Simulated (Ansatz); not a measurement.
# ClH5O2Si2: a ladder of functionals and wavefunction methods

An exercise on one series of results from a longer session: the logs are not shown, and one member is left open.

Program: Ansatz 0.2.0, Gaussian basis. Level of theory: functionals in def2-TZVPP, the program's frozen cores in correlated methods. These are calculated values, not measurements.

The runs, in order: LDA (SPW92), PBE-D4, revPBE-D4, BLYP-D4, r2SCAN-D4, B97M-V, PBE0-D4, B3LYP-D4, r2SCANh-D4, r2SCAN0-D4, HSE06-D4, BHLYP-D4, CAM-B3LYP-D4, LC-ωPBE, ωB97X-V, ωB97M-V, B2PLYP, PBE-QIDH; CCSD(T)/def2-SVP; CCSD(T)/def2-TZVPP; MP2/def2-QZVPP; extrapolation to the limit; RPA on PBE.

## Structure used throughout

An earlier PBE0-D4 in a triple-zeta def2 set relaxation fixed the geometry.

SMILES `O[SiH2]O[SiH2]Cl`, 10 atoms, charge 0, spin multiplicity 1.

Atoms are counted from 1 here; the program's logs count them from 0.

Bond lengths: O1–Si2 1.635 Å, O1–H6 0.959 Å, Si2–O3 1.644 Å, Si2–H7 1.475 Å, Si2–H8 1.483 Å, O3–Si4 1.618 Å, Si4–Cl5 2.064 Å, Si4–H9 1.477 Å, Si4–H10 1.476 Å. Angles: Si2–O1–H6 118.0°, O1–Si2–O3 111.8°, O1–Si2–H7 106.3°, O1–Si2–H8 111.2°, O3–Si2–H7 107.7°, O3–Si2–H8 107.3°, H7–Si2–H8 112.5°, Si2–O3–Si4 142.3°, O3–Si4–Cl5 109.5°, O3–Si4–H9 110.8°, O3–Si4–H10 109.8°, Cl5–Si4–H9 107.0°, Cl5–Si4–H10 107.4°, H9–Si4–H10 112.2°.

As a file:

```xyz
10

O    -1.08516   -1.59819    0.75058
Si    0.40075   -1.40261    0.09709
O     0.85971    0.17566    0.08503
Si    0.28159    1.67630   -0.09674
Cl   -1.58571    1.59285   -0.97180
H    -1.83855   -1.25717    0.26461
H     1.33759   -2.13568    0.96913
H     0.43724   -1.88311   -1.30576
H     0.11593    2.33759    1.21351
H     1.15962    2.44326   -1.00275
```

The first run:

in.yaml reads:

```yaml
crystal:
  periodic: [false, false, false]
  atoms:
    - {symbol: O, position_ang: [-1.085162, -1.598188, 0.750579]}
    - {symbol: Si, position_ang: [0.400754, -1.402605, 0.097087]}
    - {symbol: O, position_ang: [0.859709, 0.175665, 0.085031]}
    - {symbol: Si, position_ang: [0.281587, 1.676297, -0.096740]}
    - {symbol: Cl, position_ang: [-1.585713, 1.592847, -0.971796]}
    - {symbol: H, position_ang: [-1.838554, -1.257172, 0.264613]}
    - {symbol: H, position_ang: [1.337588, -2.135677, 0.969128]}
    - {symbol: H, position_ang: [0.437236, -1.883109, -1.305760]}
    - {symbol: H, position_ang: [0.115934, 2.337587, 1.213509]}
    - {symbol: H, position_ang: [1.159620, 2.443255, -1.002754]}
basis:
  gaussian: {orbitals: def2-TZVPP}
hamiltonian: {xc: lda}
output: {orbitals: {seedname: orbitals}}
```

Steps of the session up to this table: LDA; PBE-D4 (GGA); revPBE-D4 (GGA); BLYP-D4 (GGA); r2SCAN-D4 (meta-GGA); B97M-V (meta-GGA); PBE0-D4 (hybrid); B3LYP-D4 (hybrid); r2SCANh-D4 (hybrid); r2SCAN0-D4 (hybrid); HSE06-D4 (hybrid); BHLYP-D4 (hybrid); CAM-B3LYP-D4 (range-separated); LC-ωPBE-D4 (range-separated; the results give it without D4); ωB97X-V (range-separated); ωB97M-V (range-separated); B2PLYP (double hybrid); PBE-QIDH (double hybrid).

One of the session's tables, all rows but one given; the rest of the session is left out.

It belongs to the step «Orbital energies across the functionals». 

| functional | HOMO (eV) | gap (eV) |
| --- | --- | --- |
| LDA (SPW92) | -7.43 | 6.51 |
| PBE-D4 | -7.37 | 6.73 |
| revPBE-D4 | -7.34 | 6.83 |
| BLYP-D4 | -7.29 | 6.80 |
| r2SCAN-D4 | -7.73 | 7.53 |
| B97M-V | -7.83 | 7.40 |
| PBE0-D4 | -8.79 | 9.03 |
| B3LYP-D4 | -8.59 | 8.62 |
| r2SCANh-D4 | -8.25 | 8.34 |
| r2SCAN0-D4 | -9.03 | 9.54 |
| HSE06-D4 | -8.38 | 8.25 |
| BHLYP-D4 | ? | ? |
| CAM-B3LYP-D4 | -10.20 | 11.44 |
| LC-ωPBE | -11.55 | 14.00 |
| ωB97X-V | -11.22 | 13.50 |
| ωB97M-V | -11.05 | 13.00 |

Q: Estimate the row for BHLYP-D4 from the others.

Worked estimate for «HOMO (eV)». Against the share of exact exchange, BLYP-D4 (0, -7.29), B3LYP-D4 (0.2, -8.59) give a slope of -6.50 per unit share; at 0.5 the line stands at -10.54.

As computed: HOMO (eV): -10.15; gap (eV): 11.27. In «HOMO (eV)» the line misses by -0.39.
